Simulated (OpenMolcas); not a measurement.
**Mn²⁺ among point charges: CASSCF and CASPT2 levels and susceptibility**

Aim: the splitting of the states of Mn²⁺ in the field of 8 point charges, its lowest levels with spin-orbit coupling and its magnetic susceptibility.

Program: OpenMolcas 26.06. Level of theory: state-averaged CASSCF and CASPT2, spin-orbit coupling by RASSI with atomic mean-field integrals. These are calculated values, not measurements, unless marked.

## 1. The atom as given

* Species: Mn²⁺ (manganese, Z = 25, 23 electrons)
* Basis: ANO-RCC-VDZP [5s4p2d1f], 34 functions
* Scalar Hamiltonian: DKH2, point nucleus
* Inactive shells: 1s 2s 2p 3s 3p
* Active space: 5 electrons in 5 orbitals (3d)
* Some configurations of this space: 3d⁵
* Orbitals: optimised for each spin and parity, averaged over all roots

Outer shells as boxes (Hund's rule):

3d5
```
3d [↑ ][↑ ][↑ ][↑ ][↑ ]
```

The ion sits among 8 point charges of -1.04 e arranged as a cube (Oh), 1.83 Å from the ion.

The work runs as a chain of OpenMolcas steps in one folder; each step below is one input file. Labels, J, g values, rates, χT and fits are worked out afterwards by a script from the matrices that RASSI stores. The input lists half of the charges; inversion (Group=XYZ) makes the rest.

## 2. One- and two-electron integrals

The input, a.inp:

```
&GATEWAY
Coord
1

Mn 0.0 0.0 0.0
Basis=ANO-RCC-VDZP
Group=XYZ
NoMove
AngMom=0.0 0.0 0.0
AMFI
XField
4 Angstrom 0
1.056551 1.056551 1.056551 -1.040000
1.056551 1.056551 -1.056551 -1.040000
1.056551 -1.056551 1.056551 -1.040000
1.056551 -1.056551 -1.056551 -1.040000
&SEWARD
```

The run is started by

```
$ OMP_NUM_THREADS=1 MOLCAS_MEM=1689 MOLCAS_PROJECT=a pymolcas a.inp > a.log
```

## 3. CASSCF: sextets of even parity, 1 root

The input, a.inp:

```
&RASSCF
FileOrb=start.orb
Symmetry=1
Spin=6
nActEl=5 0 0
Inactive=3 6
Ras2=5 0
CIRoot=1 1 1
SDav=1
CIMx=300
Iter=120 100
PrWF=0.3
OrbListing=Nothing
MaxOrb=0
>>> COPY $Project.JobIph JOB001
```

start.orb holds the contracted functions of the basis, ordered by shell, or the orbitals of the step before.

## 4. Reference wave functions, quartets of even parity, 24 roots

The input, a.inp:

```
&RASSCF
FileOrb=start.orb
Symmetry=1
Spin=4
nActEl=5 0 0
Inactive=3 6
Ras2=5 0
CIRoot=24 24 1
SDav=24
CIMx=300
Iter=120 100
PrWF=0.3
OrbListing=Nothing
MaxOrb=0
>>> COPY $Project.JobIph JOB002
```

## 5. CASSCF: doublets of even parity, 75 roots

The input, a.inp:

```
&RASSCF
FileOrb=start.orb
Symmetry=1
Spin=2
nActEl=5 0 0
Inactive=3 6
Ras2=5 0
CIRoot=75 75 1
SDav=75
CIMx=300
Iter=120 100
PrWF=0.3
OrbListing=Nothing
MaxOrb=0
>>> COPY $Project.JobIph JOB003
```

## 6. RASSI: spin-orbit coupling between the states

The input, a.inp:

```
&RASSI
NrOfJobIphs=3 1 24 75
1
1 2 3 4 5 6 7 8 9 10 11 12 13 14 15 16 17 18 19 20 21 22 23 24
1 2 3 4 5 6 7 8 9 10 11 12 13 14 15 16 17 18 19 20 21 22 23 24 25 26 27
28 29 30 31 32 33 34 35 36 37 38 39 40 41 42 43 44 45 46 47 48 49 50 51
52 53 54 55 56 57 58 59 60 61 62 63 64 65 66 67 68 69 70 71 72 73 74 75
IphNames
JOB001
JOB002
JOB003
EJob
SpinOrbit
DIPRint=1.0
SOCoupling=1000.0
Subsets=2
Property=9
'ANGMOM' 1 'ANGMOM' 2 'ANGMOM' 3 'MLTPL  1' 1 'MLTPL  1' 2 'MLTPL  1' 3
'AMFI' 1 'AMFI' 2 'AMFI' 3
SOProperty=3
'ANGMOM' 1 'ANGMOM' 2 'ANGMOM' 3
```

## 7. CASPT2: IPEA 0.25, imaginary shift 0.1 (closed shells correlated: 3s 3p)

The input, a.inp:

```
>>> COPY JOB001 $Project.JobIph
&CASPT2
Multistate=1 1
Frozen=2 3
IPEA=0.25
Imaginary=0.1
MaxIter=60
WThr=0.0 0.3 0.05
PrWF=0.5
NoMix
>>> COPY JOB002 $Project.JobIph
&CASPT2
Multistate=24 1 2 3 4 5 6 7 8 9 10 11 12 13 14 15 16 17 18 19 20 21 22
23 24
NoMult
Frozen=2 3
IPEA=0.25
Imaginary=0.1
MaxIter=60
WThr=0.0 0.3 0.05
PrWF=0.5
NoMix
>>> COPY JOB003 $Project.JobIph
&CASPT2
Multistate=75 1 2 3 4 5 6 7 8 9 10 11 12 13 14 15 16 17 18 19 20 21 22
23 24 25 26 27 28 29 30 31 32 33 34 35 36 37 38 39 40 41 42 43 44 45 46
47 48 49 50 51 52 53 54 55 56 57 58 59 60 61 62 63 64 65 66 67 68 69 70
71 72 73 74 75
NoMult
Frozen=2 3
IPEA=0.25
Imaginary=0.1
MaxIter=60
WThr=0.0 0.3 0.05
PrWF=0.5
NoMix
```

(Steps that only read results are left out.)

Q: Predict the outcome of this session. Wanted: spin-free ground state; lowest level; next level.

**Answer**, as computed:

| quantity | value |
| --- | --- |
| method | SS-CASPT2, IPEA 0.25, imaginary shift 0.1 (closed shells correlated: 3s 3p) |
| spin-free ground state | 6A1, 1-fold in its orbital part |
| lowest level | 6-fold |
| next level | 25769.1 cm⁻¹ |
| χT at 300 K | 4.39 cm³ K/mol |
| effective moment at 300 K | 5.92 μB |

Cost by method:

```
                                              method  time of its own steps  time with the reference
                                           A. CASSCF                   24 s                     24 s
B. SS-CASPT2, IPEA 0.25, imaginary shift 0.1, +3s 3p                  7.6 s                     32 s
```

Times are of one thread on a shared host.

**Reading.** The spin-free ground state (6A1) comes to 100 % from free-ion S terms and keeps the highest spin of the shell. χT at 300 K is 4.39, against 4.39 cm³ K/mol for the spin alone, as a half-filled shell (L = 0) has no orbital moment. An active space of the d shell alone favours high spin; real ions in strong fields can be low spin. A ligand-field fit to the states below 45000 cm-1 gives 10Dq = -3263 cm-1, B = 1026 cm-1 and C = 3528 cm-1 (C/B = 3.44), with a deviation of 816 cm-1. CASPT2 does not keep the components of a term degenerate, and the means are used. The field of point charges can differ much from that of real complexes. With metal d orbitals alone active, the gaps between spin states are rough; where two lie within a few thousand cm-1, their order is open. This is an electrostatic model: the charges have no orbitals.
